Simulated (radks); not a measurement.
**Er⁶⁴⁺ in 1s1.5 2s2 3s0.5: an all-electron calculation**

The task here is to estimate one member of a computed series from the others.

Program: radks (a radial shooting solver on a logarithmic mesh, Libxc functionals) version 1. Level of theory: scalar-relativistic Kohn-Sham, r2SCAN, spin-polarised, spherical densities, finite nucleus; open shells are filled with parallel spins first. These are calculated values, not measurements, unless marked.

### What is computed

* element: erbium (Z = 68)
* charge: +64
* electrons: 4
* configuration: 1s1.5 2s2 3s0.5
* nuclear rms radius: 5.2516 fm

The first run:

The run's settings:

```text
Z 68
configuration 1s1.5 2s2 3s0.5 2p0 4s0
relativity scalar-relativistic
functional r2scan,r2scan
spin polarised
nucleus finite rms 5.2516 fm
c 137.035999084
```

One table of the session follows, with a row left open; its other results are not shown here.

It belongs to the step «Radial structure». From the orbitals of this run (lengths in bohr):

| level | <r> | outermost maximum (interpolated) | 90 % within | nodes |
| --- | --- | --- | --- | --- |
| 1s up | 0.02022 | 0.0128 | 0.0366 | 0 |
| 1s down | 0.02024 | 0.0128 | 0.0367 | 0 |
| 2s up | 0.08213 | 0.0708 | 0.126 | 1 |
| 2s down | 0.08221 | 0.0709 | 0.126 | 1 |
| 2p up | 0.07188 | 0.0568 | 0.116 | 0 |
| 2p down | 0.07201 | 0.0570 | 0.116 | 0 |
| 3s up | 0.1911 | 0.183 | 0.277 | 2 |
| 3s down | ? | ? | ? | ? |
| 4s up | 0.3448 | 0.351 | 0.486 | 3 |

**Question.** Estimate the row for 3s down.

The run gave: <r>: 0.1899; outermost maximum (interpolated): 0.182; 90 % within: 0.276; nodes: 2. In the column «<r>» it lies between 2s down (0.08221) and 3s up (0.1911).
